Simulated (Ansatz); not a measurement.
# AlH3O: the cost of one run

Method: PBE0-D4/def2-TZVP structures, single points in def2-TZVPP, no counterpoise correction; program: Ansatz 0.2.0, Gaussian basis.

Levels: SPW92, PBE-D4, BLYP-D4, r2SCAN-D4, B97M-V, PBE0-D4, B3LYP-D4, r2SCAN0-D4, BHLYP-D4, CAM-B3LYP-D4, wB97X-V, wB97M-V, B2PLYP, PBE-QIDH, RPA on PBE, Hartree-Fock, MP2, CCSD, CCSD(T).

Cores are frozen in the correlated methods. Filled d shells of the heavier atoms are correlated. B3LYP uses VWN-RPA correlation. B2PLYP carries no dispersion term here.

94 further runs of the same task are left out: 94 set aside as unsound or not needed.

## Step 1: Starting geometry

The complex: 9 atoms, charge 0, spin multiplicity 1.

Atoms are counted from 1 here; the program's logs count them from 0.

Bond lengths: Al1–O2 1.719 Å, Al1–H3 1.596 Å, Al1–H4 1.589 Å, Al1–As6 2.699 Å, O2–H7 0.955 Å, H5–As6 1.508 Å, As6–H8 1.510 Å, As6–H9 1.510 Å. Angles: O2–Al1–H3 118.7°, O2–Al1–H4 115.7°, O2–Al1–As6 97.6°, H3–Al1–H4 121.6°, H3–Al1–As6 97.3°, H4–Al1–As6 95.0°, Al1–O2–H7 121.1°, Al1–As6–H5 117.9°, Al1–As6–H8 122.1°, Al1–As6–H9 120.8°, H5–As6–H8 96.9°, H5–As6–H9 96.8°, H8–As6–H9 96.8°.

As a file:

```
Al   -1.2324   -0.4669    0.3888
O    -1.8673    0.9800   -0.2871
H    -1.3046   -1.8106   -0.4688
H    -1.1183   -0.4964    1.9733
H     1.9490    1.3266    0.5726
As    1.3819    0.0627   -0.0243
H    -2.1994    1.0015   -1.1826
H     2.4736   -0.8668    0.4487
H     1.9175    0.2696   -1.4205
```

Its parts: AlH3O holds atoms 1, 2, 3, 4, 7; AsH3 holds atoms 5, 6, 8, 9. Each part counts its atoms afresh in its own runs.

## Step 2: Relaxing AlH3O alone

The input, relax-a/in.yaml:

```yaml
crystal:
  periodic: [false, false, false]
  atoms:
    - {symbol: Al, position_ang: [-1.232385, -0.466912, 0.388833]}
    - {symbol: O, position_ang: [-1.867275, 0.980014, -0.287112]}
    - {symbol: H, position_ang: [-1.304623, -1.810561, -0.468796]}
    - {symbol: H, position_ang: [-1.118259, -0.496373, 1.973275]}
    - {symbol: H, position_ang: [-2.199400, 1.001479, -1.182623]}
basis:
  gaussian: {orbitals: def2-TZVP}
hamiltonian: {xc: pbe0, dispersion: d4}
relax: {f_tol: 0.005, max_steps: 200}
```

On the command line:

```bash
ansatz run in.yaml --threads 4 --pin off --events-out ev --progress --plain --max-ram 9574MiB
```

**Question.** How long does this run take on 4 threads of Arm Neoverse V2, shared host?

About 3.5 s.
